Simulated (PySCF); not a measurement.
# FeOBr: relaxation and vibrations of the doublet

Aim: relax FeOBr as a doublet from a linear start, check by its vibrations whether the end is a minimum, and collect its spectrum and constants.

Program: PySCF 2.14.0. Level of theory: PBE, basis Fe def2-SVP, O def2-SVP, Br def2-SVP, no relativity, density fitting. These are calculated values, not measurements.

## 1. The system as given

3 atoms, charge 0, spin multiplicity 2.

Bond lengths: Fe1–O2 1.660 Å, Fe1–Br3 2.300 Å. Angles: O2–Fe1–Br3 180.0°.

```xyz
3
charge 0 multiplicity 2
Fe    0.0000    0.0000   -1.0273
O     0.0000    0.0000   -2.6873
Br    0.0000    0.0000    1.2727
```

## 2. Linear start, doublet: relaxation

One driver script runs all steps and calls PySCF; scf.py shows how it sets up the SCF of each step. The optimiser is the driver's own. Before each start the driver seeks the lowest SCF state from one or more starting densities and follows internal instabilities, so scf.py alone need not reach the same state.

The program finds C∞v symmetry in the start, which this walk keeps.

File scf.py:

```python
from pyscf import gto, scf, dft
mol = gto.M(atom='''
Fe     0.000000     0.000000    -1.027262
O      0.000000     0.000000    -2.687262
Br     0.000000     0.000000     1.272738''',
    basis={'Fe': 'def2-SVP', 'O': 'def2-SVP', 'Br': 'def2-SVP'},
    charge=0, spin=1)
mf = dft.UKS(mol, xc='PBE')
mf.grids.atom_grid = (50, 194)
aux = {'Fe': 'def2-universal-JKFIT', 'O': 'def2-universal-JKFIT', 'Br': 'def2-universal-JKFIT'}
mf = mf.density_fit(auxbasis=aux)
mf.kernel()
```

The runs that follow: Frequencies; Leaving the saddle point; Is it a minimum? Harmonic modes.

Q: Predict the outcome of this session. Wanted: minimum; geometry; wavenumbers; dipole moment; highest occupied, lowest empty level; polar-tensor charge of Fe1; zero-point energy; atomisation energy; ⟨S²⟩.

The runs gave:

| quantity | value |
| --- | --- |
| minimum | broken-symmetry (Ms = 1/2), Cs |
| geometry | Fe–Br 2.238 Å, Fe–O 1.566 Å; Br–Fe–O 131.3° |
| wavenumbers (cm⁻¹) | 96 (a'), 323 (a'), 963 (a') |
| dipole moment | 2.18 D |
| highest occupied, lowest empty level (either spin) | -5.41, -4.66 eV |
| polar-tensor charge of Fe1 | +0.99 e |
| zero-point energy | 8.3 kJ/mol |
| entropy at 298.15 K | 303.1 J/(mol K) |
| atomisation energy (no zero-point energy) | 820 kJ/mol |
| ⟨S²⟩ | 1.872 |

The linear start (C∞v) ends in a minimum of Cs symmetry, after a stop at a second-order saddle point 4.3 kJ/mol higher, from which it was pushed off along an imaginary mode. The determinant is spin-contaminated (⟨S²⟩ = 1.87 against 0.75), so it is no pure spin state. The strongest infrared band lies at 963 cm⁻¹ (a', stretch). Other starts or spin states, not run here, may lie lower. One determinant may miss the lowest occupation of an open d or f shell.
